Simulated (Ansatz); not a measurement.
# ReS (zincblende): other levels of theory at one geometry

The task here is to estimate one member of a computed series from the others.

Method: DFT at several levels, plane waves, PAW, in Ansatz 0.2.0.

3 further runs of the same task are left out: 1 for a known fault of the program, 1 that didn't finish, 1 set aside as unsound or not needed. Runs told in other sessions of the task aren't counted.

## The starting structure

It takes space group F-43m (No. 216, cubic). The conventional cell has a = 5.237 Å, b = 5.237 Å, c = 5.237 Å, α = 90.00°, β = 90.00°, γ = 90.00°. Around Re (site symmetry -43m) lie 4 S at 2.27 Å. Around S (site symmetry -43m) lie 4 Re at 2.27 Å.

Coordinates:

```
Re S
1.0
     0.00000    2.61833    2.61833
     2.61833    0.00000    2.61833
     2.61833    2.61833    0.00000
Re S
1 1
Direct
  0.00000 0.00000 0.00000
  0.25000 0.25000 0.25000
```

This cell comes from an earlier session at PBE: 17.950 Å³/atom at 0.00 GPa, on a 12×12×12 mesh, no gap, no moment left.

Levels to run: PBE+SOC, moments along [001]; r²SCAN; PBEsol; LDA. Hardware: 2 threads of Arm Neoverse V2, shared host.

The first run:

input.yaml

```yaml
crystal:
  lattice:
    - [0.0, 2.6183291373, 2.6183291373]
    - [2.6183291373, 0.0, 2.6183291373]
    - [2.6183291373, 2.6183291373, 0.0]
  atoms:
    - { symbol: Re, position: [0.0, 0.0, 0.0], spin: 2.0, spin_axis: [0.0, 0.0, 1.0] }
    - { symbol: S, position: [0.25, 0.25, 0.25] }
basis:
  ecutwfc: 420
  ecutrho_ratio: 4
kpoints:
  mp_grid: { grid: [12, 12, 12] }
hamiltonian:
  xc: pbe
scf:
  occupations: { method: gaussian, width: 0.05 }
output:
  forces: true
  stress: true
  eigenvalues: true
  populations: true
  dos: { projected: true, de: 0.02 }
  write_density: true
  write_potential: true
  elf: true
  volumetric_format: npy
magnetization:
  noncollinear: true
  spin_orbit: true
```

Started as:

```bash
ansatz run input.yaml --threads 2 --pin off --max-ram 2662MiB --backend cpu --events-out ev --progress --plain --runs-dir out
```

Among the steps run: PBE+SOC, moments along [001]; r²SCAN; PBEsol; LDA.

One table of the session follows, with a row left open; its other results are not shown here.

| level | pressure (GPa) |
| --- | --- |
| PBE | 0.0 |
| LDA | ? |
| PBEsol | -5.5 |
| PBE+SOC, moments along [001] | 0.6 |
| r²SCAN | -2.8 |

**Question.** Estimate the row for LDA.

As computed: pressure (GPa): -8.5. In the column «pressure (GPa)» it is the lowest.

Total energies of different levels have different zeros and can't be compared.

Limits of these values: Warnings in the runs' records: seeded moment not kept, stress scf threshold loose, stability check not made.
